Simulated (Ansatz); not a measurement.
**Al2Si2H6 (SMILES [SiH3][Al]1[AlH][SiH2]1): wB97X/def2-SVP**

Aim: the electronic atomisation energy of Al2Si2H6 at wB97X/def2-SVP, from 4 runs. 

The calculation is run with Ansatz 0.2.0.

44 further runs of the same task are left out: 44 set aside as unsound or not needed. Runs told in other sessions of the task aren't counted.

**1. The system as given**

Al2Si2H6 has 10 atoms, charge 0, and is taken as a singlet. SMILES: `[SiH3][Al]1[AlH][SiH2]1`. The coordinates come from a PBE0-D4/def2-TZVP relaxation.

Bond lengths: Si1–Al2 2.460 Å, Al2–Al3 2.479 Å, Al2–Si4 2.439 Å, Al3–Si4 2.343 Å, Si1–H5 1.491 Å, Si1–H6 1.491 Å, Si1–H7 1.490 Å, Al3–H8 1.585 Å, Si4–H9 1.581 Å, Si4–H10 1.500 Å. Some angles: Si1–Al2–Al3 164.4°, Si1–Al2–Si4 136.1°, Al3–Al2–Si4 56.9°, Al2–Al3–Si4 60.7°, Al2–Si4–Al3 62.4°, Al2–Si1–H5 110.3°, Al2–Si1–H6 111.0°, Al2–Si1–H7 111.8°, Al2–Al3–H8 149.8°, Si4–Al3–H8 135.8°.

**2. The energy at wB97X/def2-SVP**

run.yaml reads:

```yaml
crystal:
  periodic: [false, false, false]
  atoms:
    - symbol: Si
      position_ang: [-1.426500, 1.264600, -1.412100]
    - symbol: Al
      position_ang: [-0.140100, -0.429800, -0.177000]
    - symbol: Al
      position_ang: [0.542000, -2.376000, 1.198900]
    - symbol: Si
      position_ang: [1.875500, -0.449300, 1.195500]
    - symbol: H
      position_ang: [-1.958600, 0.687200, -2.679200]
    - symbol: H
      position_ang: [-2.589700, 1.742300, -0.611500]
    - symbol: H
      position_ang: [-0.589800, 2.446700, -1.761500]
    - symbol: H
      position_ang: [0.798300, -3.933700, 1.336500]
    - symbol: H
      position_ang: [0.619900, 0.509800, 1.257200]
    - symbol: H
      position_ang: [2.952200, 0.487100, 1.656400]
basis:
  gaussian:
    orbitals: def2-SVP
hamiltonian:
  xc: {name: wB97X}
accuracy: high
output: {orbitals: {seedname: orbitals}}
```

Command:

```sh
ansatz run run.yaml --threads 1 --pin off --max-ram 2610MiB --events-out events.jsonl --progress --plain --runs-dir runs
```

What it wrote:

```text
Warning: RAYON_NUM_THREADS=1 ignored (pool sized by the plan → 1); use --threads N
Functional definition: wB97X
  name "wB97X"
  parameter omega = 0.3/bohr
  parameter cx = 0.157706
  parameter cx1 = 0.726479
  parameter cx2 = 1.04760
  parameter cx3 = -5.70635
  parameter cx4 = 13.2794
  parameter css1 = -4.33879
  parameter css2 = 18.2308
  parameter css3 = -31.7430
  parameter css4 = 17.2901
  parameter cos1 = 2.37031
  parameter cos2 = -11.3995
  parameter cos3 = 6.58405
  parameter cos4 = -3.78132
  exchange = spin_sum(e_x_unif_sr(omega)*poly(b97_u_x, 1 - cx, cx1, cx2, cx3, cx4)) + cx*exact_x_sr(omega)
      + exact_x_lr(omega)
  correlation = spin_sum(e_c_pw_same_spin*poly(b97_u_same, 1, css1, css2, css3, css4))
      + integral(e_c_pw_opposite_spin*poly(b97_u_opposite, 1, cos1, cos2, cos3, cos4))
2110 factors; integrals over basis functions are off by at most 6.3e-9 eV
522 factors; integrals over basis functions are off by at most 2.2e-9 eV
mean field evaluation 1: about -29034.2376 eV, gradient 1.1e1 eV
mean field evaluation 2: about -29034.9490 eV, gradient 5.1e0 eV
mean field evaluation 4: about -29035.1035 eV, gradient 3.4e-1 eV
mean field evaluation 8: about -29035.1882 eV, gradient 6.0e-2 eV
mean field evaluation 16: about -29035.1883 eV, gradient 1.6e-4 eV
mean field -29035.18830491 eV, -1067.0234894481 hartree, gradient 4.9e-8 eV, S^2 0.000000; 0 other end points of the search recorded, 0 dependent functions left out
reference -29035.18830112 eV, -1067.0234893087 hartree; 30, 30 occupied and 72, 72 virtual orbitals, 2110 factors
Total energy: -29035.18830112 eV, -1067.0234893087 hartree
```

Wall time 16 s (1 thread of AMD EPYC 9R45 (Zen 5), shared host); peak memory 0.73 GiB.

**3. The Al atom**

job.yaml reads:

```yaml
basis:
  gaussian:
    orbitals: def2-SVP
crystal:
  periodic: [false, false, false]
  atoms:
    - {symbol: Al, position_ang: [0.000000, 0.000000, 0.000000]}
magnetization:
  spin_polarized: true
  initial_magnetization: 1
hamiltonian:
  xc: {name: wB97X}
accuracy: high
```

Run the same way, it converges to -242.26640 Eh (log not shown).

**4. The H atom**

job.yaml reads:

```yaml
crystal:
  periodic: [false, false, false]
  atoms:
    - {symbol: H, position_ang: [0.000000, 0.000000, 0.000000]}
basis:
  gaussian:
    orbitals: def2-SVP
magnetization:
  spin_polarized: true
  initial_magnetization: 1
hamiltonian:
  xc: {name: wB97X}
accuracy: high
```

Command:

```sh
ansatz run job.yaml --threads 1 --pin off --max-ram 2610MiB --events-out events.jsonl --progress --plain --runs-dir runs
```

What it wrote, cut to the lines that bear on the results:

```text
Warning: RAYON_NUM_THREADS=1 ignored (pool sized by the plan → 1); use --threads N
[... 2 set-up lines as earlier in the session ...]
[...]
      + exact_x_lr(omega)
[...]
      + integral(e_c_pw_opposite_spin*poly(b97_u_opposite, 1, cos1, cos2, cos3, cos4))
15 factors; integrals over basis functions are off by at most 8.9e-10 eV
15 factors; integrals over basis functions are off by at most 7.0e-10 eV
[...]
mean field -13.62211750 eV, -0.5006035846 hartree, gradient 3.3e-9 eV, S^2 0.750000; 0 other end points of the search recorded, 0 dependent functions left out
reference -13.62211771 eV, -0.5006035924 hartree; 1, 0 occupied and 4, 5 virtual orbitals, 15 factors
Total energy: -13.62211771 eV, -0.5006035924 hartree
```

Run time: 0.22 s. Hardware: 1 thread of AMD EPYC 9R45 (Zen 5), shared host.

**5. The Si atom, same level**

molecule.yaml reads:

```yaml
crystal:
  periodic: [false, false, false]
  atoms:
    - {symbol: Si, position_ang: [0.000000, 0.000000, 0.000000]}
basis:
  gaussian:
    orbitals: def2-SVP
total_charge: 0
magnetization:
  spin_polarized: true
  initial_magnetization: 2
hamiltonian:
  xc: {name: wB97X}
accuracy: high
```

Run the same way, it converges to -289.26178 Eh (log not shown).

**6. Summary of results**

At wB97X/def2-SVP:

```
                     quantity           value
       molecule: total energy  -1067.02349 Eh
        molecule: HOMO energy        -8.11 eV
        molecule: LUMO energy        -0.02 eV
      molecule: HOMO–LUMO gap         8.09 eV
        Al atom: total energy   -242.26640 Eh
                Al atom: ⟨S²⟩           0.754
         H atom: total energy     -0.50060 Eh
                 H atom: ⟨S²⟩           0.750
        Si atom: total energy   -289.26178 Eh
                Si atom: ⟨S²⟩           2.004
electronic atomisation energy       26.218 eV
```

Taking the molecule apart into free atoms costs 26.22 eV (2530 kJ/mol), before zero-point energy and without spin-orbit coupling.
